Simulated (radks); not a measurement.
# Fractional charge and spin in the 4p shell of niobium

An exercise on one series of results from a longer session: the logs are not shown, and one member is left open.

Method: scalar-relativistic Kohn-Sham, BLYP, spin-polarised, spherical densities, point nucleus. Code: radks (a radial shooting solver on a logarithmic mesh, Libxc functionals) version 1.

### Starting point

| Quantity | Value |
| --- | --- |
| element | niobium (Z = 41) |
| configuration | [Ar] 3d10 4s2 4d(up 1, down 1) 4p(up 3, down 3) |

A shell typed twice in an input gives spin up, then spin down.

Set-up of the first run:

Input:

```text
Z 41
configuration [Ar] 3d10 4s2 4d1 4d1 4p3 4p3
relativity scalar-relativistic
functional b88,lyp
spin polarised
nucleus point
c 137.035999084
```

Steps of the session up to this table: 4p: up 3, down 3.

One of the session's tables, all rows but one given; the rest of the session is left out.

It belongs to the step «4p: up 3, down 3». Sizes of the orbitals, from the radial functions (bohr):

```
level     <r>  outermost maximum (interpolated)  90 % within  nodes
   2s  0.1580                             0.133        0.244      1
   2p  0.1377                             0.106        0.224      0
   3s  0.4433                             0.396        0.656      2
   3p       ?                                 ?            ?      ?
   3d  0.4329                             0.334        0.694      0
   4s   1.145                              1.03         1.67      3
   4p   1.272                              1.11         1.88      2
   4d   1.725                              1.40         2.67      1
```

Estimate the missing values for 3p.

As computed: <r>: 0.4459; outermost maximum (interpolated): 0.389; 90 % within: 0.675; nodes: 1. In the column «<r>» it lies between 3s (0.4433) and 4s (1.145).
